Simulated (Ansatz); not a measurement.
# F2H4W: a dynamics run in two tries

Wanted: a short trajectory, and a check that the input is sound.

All numbers below are computed with Ansatz 0.2.0 (RHF/def2-SVP).

## (1) The starting structure

Bond lengths: W1–F4 1.823 Å, W1–H5 1.623 Å, W1–H6 1.656 Å, W1–F7 1.807 Å. Angles: F4–W1–H5 105.9°, F4–W1–H6 121.1°, F4–W1–F7 141.6°, H5–W1–H6 88.7°, H5–W1–F7 98.8°, H6–W1–F7 87.8°.

Coordinates:

```xyz
7

W     0.0121    0.2326   -0.1019
H     4.7019    0.1465    7.1255
H     3.9882    0.6064    6.9888
F     0.0854    1.9443    0.5220
H     0.0973   -0.7225    1.2079
H     1.3635   -0.5206   -0.6935
F    -0.9702   -0.8460   -1.1680
```

## (2) The run

input.yaml

```yaml
crystal:
  periodic: [false, false, false]
  atoms:
    - { symbol: W, position_ang: [0.01206, 0.232556, -0.101898] }
    - { symbol: H, position_ang: [4.701893, 0.146459, 7.125459] }
    - { symbol: H, position_ang: [3.98816, 0.606357, 6.988827] }
    - { symbol: F, position_ang: [0.085382, 1.944324, 0.522013] }
    - { symbol: H, position_ang: [0.097305, -0.722483, 1.207917] }
    - { symbol: H, position_ang: [1.363471, -0.520552, -0.693456] }
    - { symbol: F, position_ang: [-0.970153, -0.846047, -1.16802] }
basis:
  gaussian: { orbitals: def2-SVP }
hamiltonian:
  xc: hf
md:
  timestep: 1.0
  n_steps: 25
  ensemble: nve
  temperature: 100000.0
  initial_velocities: maxwell_boltzmann
  seed: 203532
  masses: [{ species: H, mass: 2.014 }]
```

On the command line:

```sh
$ ansatz run input.yaml --threads 2 --pin off --max-ram 3072MiB --backend cpu --events-out ev --progress --plain --runs-dir out
```

Q: Predict the outcome of this session. Wanted: first try.

**Answer**, as computed:

| quantity | value |
| --- | --- |
| first try | converged; not a sound result |
| cause | the temperature is tens of thousands of kelvin, several eV an atom, which tears any bond |

The program did not catch the first fault at the input check, so it cost a run.
